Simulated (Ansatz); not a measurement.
HfGe:

```
Hf Ge
1.0
     3.50084    0.00000    0.00000
     0.00000    3.50084    0.00000
     0.00000    0.00000    3.50084
Hf Ge
1 1
Direct
  0.00000 0.00000 0.00000
  0.50000 0.50000 0.50000
```

The cell was built by a generator and needn't be a form met in nature.

Base run:

```yaml
Program: Ansatz 0.2.0
Functional: PBEsol
Potentials_or_basis: Ansatz PAW
Cutoff: 420 eV
Density_cutoff: 1680 eV
k_mesh: 8 × 8 × 8
Occupations: fermi-dirac, width 0.05 eV
Spin: no spin polarisation
```

Its results: band gap on the k mesh none (metal or under the smearing width); pressure -15.0 GPa.

The run is repeated on the same cell with these changes: functional from PBEsol to LDA. What comes out?

Band gap on the k mesh none (metal or under the smearing width); pressure -17.6 GPa.

LDA binds more tightly than PBEsol, so the same cell stands under less pressure.

Caveats: the PAW data sets come from PBE, with cores solved anew for the run's functional, which leaves a small shift of forces and pressure; so large a pressure means that the cell lies far from this level's equilibrium, or that cutoff or potentials fall short (some runs).

Not every run made on this cell is shown here.
